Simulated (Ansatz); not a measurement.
**AlBFH₃O: how energies converge with the basis set**

An exercise on one series of results from a longer session: the logs are not shown, and one member is left open.

Method: one geometry, several basis sets; program: Ansatz 0.2.0, Gaussian basis.

The runs, in order: PBE0-D4/def2-SVP; ωB97M-V/def2-SVP; PBE0-D4/def2-QZVPP; ωB97M-V/def2-QZVPP; the functionals' def2-TZVPP values are taken from earlier runs.

### The relaxed structure

All runs share one geometry, relaxed beforehand with PBE0-D4 in a triple-zeta def2 set.

SMILES `O[BH][AlH][F]`, 7 atoms, charge 0, spin multiplicity 1.

Atoms are counted from 1 here; the program's logs count them from 0.

Bond lengths: O1–B2 1.355 Å, O1–H5 0.963 Å, B2–Al3 2.147 Å, B2–H6 1.209 Å, Al3–F4 1.659 Å, Al3–H7 1.588 Å. Angles: B2–O1–H5 113.9°, O1–B2–Al3 117.9°, O1–B2–H6 117.9°, Al3–B2–H6 124.2°, B2–Al3–F4 117.1°, B2–Al3–H7 128.4°, F4–Al3–H7 114.5°.

The first run:

File in.yaml:

```yaml
crystal:
  periodic: [false, false, false]
  atoms:
    - {symbol: O, position_ang: [-1.643356, 0.482704, -0.074204]}
    - {symbol: B, position_ang: [-0.311434, 0.690808, 0.066455]}
    - {symbol: Al, position_ang: [0.985766, -1.019241, 0.010389]}
    - {symbol: F, position_ang: [1.958850, -1.186163, -1.323218]}
    - {symbol: H, position_ang: [-2.168420, 1.289048, -0.046925]}
    - {symbol: H, position_ang: [0.070338, 1.828398, 0.215689]}
    - {symbol: H, position_ang: [1.169456, -2.153552, 1.106114]}
basis:
  gaussian: {orbitals: def2-SVP}
hamiltonian: {xc: pbe0, dispersion: d4}
output: {orbitals: {seedname: orbitals}}
```

Command:

```bash
$ ansatz run in.yaml --threads 2 --pin off --events-out ev --progress --plain --max-ram 4352MiB
```

Steps of the session up to this table: PBE0-D4 in def2-SVP; ωB97M-V in def2-SVP; PBE0-D4 in def2-QZVPP; ωB97M-V in def2-QZVPP.

One of the session's tables, all rows but one given; the rest of the session is left out.

It belongs to the step «Density functionals: the series». 

| functional | basis | HOMO (eV) | LUMO (eV) |
| --- | --- | --- | --- |
| PBE0-D4 | def2-SVP | -7.17 | -1.37 |
| PBE0-D4 | def2-TZVPP | -7.28 | -1.55 |
| PBE0-D4 | def2-QZVPP | -7.30 | -1.59 |
| ωB97M-V | def2-SVP | -9.25 | 0.52 |
| ωB97M-V | def2-TZVPP | -9.40 | 0.23 |
| ωB97M-V | def2-QZVPP | ? | ? |

Q: Estimate the row for ωB97M-V, def2-QZVPP from the others.

As computed: HOMO (eV): -9.43; LUMO (eV): 0.05. In the column «HOMO (eV)» it is the lowest.
